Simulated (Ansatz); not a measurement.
**Co: a slab and its surfaces, (0001), 5 layers**

What do the surfaces of Co (0001), 5 layers cost, and how tightly do they hold an electron? The runs shown use LAPW. Companion runs by PAW are cited. Its runs: bulk in the slab's orientation (LAPW); the reference run (LAPW); atoms relaxed (LAPW); no images along the normal (LAPW); vacuum of 7 Å (LAPW).

Computed with Ansatz 0.2.0 (DFT, PBEsol, all-electron LAPW, scalar-relativistic, unless a step's input says otherwise).

1 further run of the same task is left out (it didn't finish).

**1. The structure to begin with**

It takes space group P6_3/mmc (No. 194, hexagonal). The conventional cell has a = 2.456 Å, b = 2.456 Å, c = 3.972 Å, α = 90.00°, β = 90.00°, γ = 120.00°. Around Co (site symmetry -6m2) lie 12 Co at 2.44 to 2.46 Å.

As a file:

```
CELL_PARAMETERS angstrom
1.22820 -2.12730 0.00000
1.22820 2.12730 0.00000
0.00000 0.00000 3.97209
ATOMIC_POSITIONS crystal
Co 0.66667 0.33333 0.25000
Co 0.33333 0.66667 0.75000
```

Atoms are numbered in the order of the input: Co1, Co2.

**2. Bulk in the slab's orientation, LAPW**

File input.yaml:

```yaml
crystal:
  lattice:
    - [1.2281975812, -2.1273006124, 0.0]
    - [1.2281975812, 2.1273006124, 0.0]
    - [0.0, 0.0, 3.9720894594]
  atoms:
    - { symbol: Co, position: [0.666666667, 0.333333333, 0.25], spin: 1.7 }
    - { symbol: Co, position: [0.333333333, 0.666666667, 0.75], spin: 1.7 }
magnetization:
  spin_polarized: true
kpoints:
  mp_grid: { grid: [19, 19, 10] }
scf:
  occupations: { method: fermi_dirac, width: 0.1 }
hamiltonian:
  xc: pbesol
  pseudopotentials: { kind: all_electron, lapw: { basis_error: 0.001 } }
output:
  forces: true
  stress: true
  eigenvalues: true
```

On the command line:

```sh
> ansatz run input.yaml --threads 3 --pin off --max-ram 9216MiB --backend cpu --events-out ev --progress --plain --runs-dir out
```

Further steps of the session: Slab as cut, LAPW; Atoms relaxed, LAPW; No images along the normal, LAPW; Vacuum of 7 Å, LAPW.

Before running it: what results should come out? Wanted: surface energy; work function; outer layer spacing (for each run or level that gives them).

**Answer**, as computed:

| quantity | value |
| --- | --- |
| surface energy (LAPW, relaxed) | 2.55 J/m² |
| work function (LAPW, relaxed) | 5.13 eV |
| outer layer spacing (LAPW) | 1.99 → 1.93 Å |
| surface energy (PAW, relaxed) | 2.55 J/m² |
| work function (PAW, relaxed) | 5.13 eV |
| outer layer spacing (PAW) | 1.99 → 1.93 Å |

What this shows: By LAPW the surface costs 2.58 J/m² as cut and 2.55 J/m² relaxed. The outermost spacing changes by -2.6 % (LAPW). Vacuum of 7 Å moves the work function by -0.12 eV (LAPW). The outermost spacing changes by -2.6 % (PAW). Vacuum of 7 Å moves the work function by -0.26 eV (PAW). Thickness wasn't converged, and no reconstruction was sought. Other magnetic orders may lie lower; this is the state that the run reached. The program warned that the vacuum holds more density than its bound, so energies and levels may be slightly off.
